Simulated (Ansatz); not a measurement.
SbAs:

```
Sb As
1.0
     2.03271    1.17359    3.71659
    -2.03271    1.17359    3.71659
     0.00000   -2.34718    3.71659
Sb As
1 1
Cartesian
  0.0000 0.0000 8.5954
  0.0000 0.0000 2.5544
```

The cell is a database's computed one.

* Program: Ansatz 0.2.0
* Task: relaxation of cell and atoms
* Functional: PBE
* Potentials or basis: Ansatz PAW
* Cutoff: 420 eV (not typed: the program's choice for these potentials)
* k mesh: 8 × 8 × 8
* Occupations: fermi-dirac, width 0.05 eV
* Spin: no spin polarisation

At the start: volume 26.60 Å³/atom.

Question: Where does the relaxation end?

Answer: It ends after 6 steps and the volume is 26.82 Å³/atom (+0.8 %); space group R3m (No. 160, to 0.05 Å).

Step by step:
| step | energy change (eV) | largest force (eV/Å) | volume (Å³) |
| --- | --- | --- | --- |
| 1 | 0.0000 | 0.1620 | 53.20 |
| 2 | -0.0009 | 0.1647 | 54.52 |
| 3 | -0.0046 | 0.0164 | 53.96 |
| 4 | -0.0049 | 0.0099 | 53.69 |
| 5 | -0.0049 | 0.0010 | 53.63 |
| 6 | -0.0050 | 0.0010 | 53.63 |

Final structure:
```
CELL_PARAMETERS angstrom
2.05130 1.18432 3.67949
-2.05130 1.18432 3.67949
0.00000 -2.36864 3.67949
ATOMIC_POSITIONS crystal
Sb 0.76978 0.76978 0.76978
As 0.23022 0.23022 0.23022
```

Caveat: the plane-wave basis is chosen anew once the cell has moved, so the energies of steps on either side of that aren't comparable.
